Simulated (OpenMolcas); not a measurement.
# Rh⁴⁺ among point charges: CASSCF and CASPT2 levels and susceptibility

Aim: the splitting of the states of Rh⁴⁺ in the field of 5 point charges, its lowest levels with spin-orbit coupling and its magnetic susceptibility.

Program: OpenMolcas 26.06. Level of theory: state-averaged CASSCF and CASPT2, spin-orbit coupling by RASSI with atomic mean-field integrals. These are calculated values, not measurements, unless marked.

**1. Starting point**

```
Species                           : Rh⁴⁺ (rhodium, Z = 45, 41 electrons)
Basis                             : ANO-RCC-VDZP [6s5p3d1f], 43 functions
Scalar Hamiltonian                : DKH2, point nucleus
Inactive shells                   : 1s 2s 2p 3s 3p 3d 4s 4p
Active space                      : 5 electrons in 5 orbitals (4d)
Some configurations of this space : 4d⁵
Orbitals                          : optimised for each spin and parity, averaged over all roots
```

The outer shells:

4d5
```
4d [↑ ][↑ ][↑ ][↑ ][↑ ]
```

The ion sits among 5 point charges of -2 e arranged as a trigonal bipyramid (D3h), 1.94 Å from the ion, with the axial distance 1.610 Å.

The work runs as a chain of OpenMolcas steps in one folder; each step below is one input file. Labels, J, g values, rates, χT and fits are worked out afterwards by a script from the matrices that RASSI stores.

**2. One- and two-electron integrals**

a.inp reads:

```
&GATEWAY
Coord
1

Rh 0.0 0.0 0.0
Basis=ANO-RCC-VDZP
Group=NoSym
NoMove
AngMom=0.0 0.0 0.0
AMFI
XField
5 Angstrom 0
1.940000 0.000000 0.000000 -2.000000
-0.970000 1.680089 0.000000 -2.000000
-0.970000 -1.680089 0.000000 -2.000000
0.000000 0.000000 1.610200 -2.000000
0.000000 0.000000 -1.610200 -2.000000
&SEWARD
```

The run is started by

```console
> OMP_NUM_THREADS=1 MOLCAS_MEM=1689 MOLCAS_PROJECT=a pymolcas a.inp > a.log
```

**3. Reference wave functions, sextets, 1 root**

a.inp reads:

```
&RASSCF
FileOrb=start.orb
Symmetry=1
Spin=6
nActEl=5 0 0
Inactive=18
Ras2=5
CIRoot=1 1 1
SDav=1
CIMx=300
Iter=120 100
PrWF=0.3
OrbListing=Nothing
MaxOrb=0
>>> COPY $Project.JobIph JOB001
```

start.orb holds the contracted functions of the basis, ordered by shell, or the orbitals of the step before.

**4. CASSCF: quartets, 24 roots**

a.inp reads:

```
&RASSCF
FileOrb=start.orb
Symmetry=1
Spin=4
nActEl=5 0 0
Inactive=18
Ras2=5
CIRoot=24 24 1
SDav=24
CIMx=300
Iter=120 100
PrWF=0.3
OrbListing=Nothing
MaxOrb=0
>>> COPY $Project.JobIph JOB002
```

**5. CASSCF: doublets, 75 roots**

a.inp reads:

```
&RASSCF
FileOrb=start.orb
Symmetry=1
Spin=2
nActEl=5 0 0
Inactive=18
Ras2=5
CIRoot=75 75 1
SDav=75
CIMx=300
Iter=120 100
PrWF=0.3
OrbListing=Nothing
MaxOrb=0
>>> COPY $Project.JobIph JOB003
```

**6. RASSI: spin-orbit coupling between the states**

a.inp reads:

```
&RASSI
NrOfJobIphs=3 1 24 75
1
1 2 3 4 5 6 7 8 9 10 11 12 13 14 15 16 17 18 19 20 21 22 23 24
1 2 3 4 5 6 7 8 9 10 11 12 13 14 15 16 17 18 19 20 21 22 23 24 25 26 27
28 29 30 31 32 33 34 35 36 37 38 39 40 41 42 43 44 45 46 47 48 49 50 51
52 53 54 55 56 57 58 59 60 61 62 63 64 65 66 67 68 69 70 71 72 73 74 75
IphNames
JOB001
JOB002
JOB003
EJob
SpinOrbit
DIPRint=1.0
SOCoupling=1000.0
Subsets=2
Property=9
'ANGMOM' 1 'ANGMOM' 2 'ANGMOM' 3 'MLTPL  1' 1 'MLTPL  1' 2 'MLTPL  1' 3
'AMFI' 1 'AMFI' 2 'AMFI' 3
SOProperty=3
'ANGMOM' 1 'ANGMOM' 2 'ANGMOM' 3
```

**7. CASPT2: IPEA 0.25, imaginary shift 0.1 (closed shells correlated: 4s 4p)**

a.inp reads:

```
>>> COPY JOB001 $Project.JobIph
&CASPT2
Multistate=1 1
Frozen=14
IPEA=0.25
Imaginary=0.1
MaxIter=60
WThr=0.0 0.3 0.05
PrWF=0.5
NoMix
>>> COPY JOB002 $Project.JobIph
&CASPT2
Multistate=24 1 2 3 4 5 6 7 8 9 10 11 12 13 14 15 16 17 18 19 20 21 22
23 24
NoMult
Frozen=14
IPEA=0.25
Imaginary=0.1
MaxIter=60
WThr=0.0 0.3 0.05
PrWF=0.5
NoMix
>>> COPY JOB003 $Project.JobIph
&CASPT2
Multistate=75 1 2 3 4 5 6 7 8 9 10 11 12 13 14 15 16 17 18 19 20 21 22
23 24 25 26 27 28 29 30 31 32 33 34 35 36 37 38 39 40 41 42 43 44 45 46
47 48 49 50 51 52 53 54 55 56 57 58 59 60 61 62 63 64 65 66 67 68 69 70
71 72 73 74 75
NoMult
Frozen=14
IPEA=0.25
Imaginary=0.1
MaxIter=60
WThr=0.0 0.3 0.05
PrWF=0.5
NoMix
```

(Steps that only read results are left out.)

Q: Predict the outcome of this session. Wanted: spin-free ground state; lowest level; next level.

As calculated:

```
                 quantity                                                                        value
                   method  SS-CASPT2, IPEA 0.25, imaginary shift 0.1 (closed shells correlated: 4s 4p)
   spin-free ground state                                              6A1, 1-fold in its orbital part
             lowest level                                            2-fold E1/2, g = 0.00, 0.00, 9.97
               next level                                                                    47.0 cm⁻¹
              χT at 300 K                                                               4.35 cm³ K/mol
effective moment at 300 K                                                                      5.90 μB
```

Cost by method:

| method | time of its own steps | time with the reference |
| --- | --- | --- |
| A. CASSCF | 23 s | 23 s |
| B. SS-CASPT2, IPEA 0.25, imaginary shift 0.1, +4s 4p | 7.5 s | 30 s |

Times are of one thread on a shared host.

The spin-free ground state (6A1) comes to 100 % from free-ion S terms and keeps the highest spin of the shell. χT at 300 K is 4.35, against 4.39 cm³ K/mol for the spin alone, as a half-filled shell (L = 0) has no orbital moment. An active space of the d shell alone favours high spin; real ions in strong fields can be low spin. CASPT2 does not keep the components of a term degenerate, and the means are used. The field of point charges can differ much from that of real complexes. With metal d orbitals alone active, the gaps between spin states are rough; where two lie within a few thousand cm-1, their order is open. Point charges carry no covalency, so the field is a model and not that of real ligands.
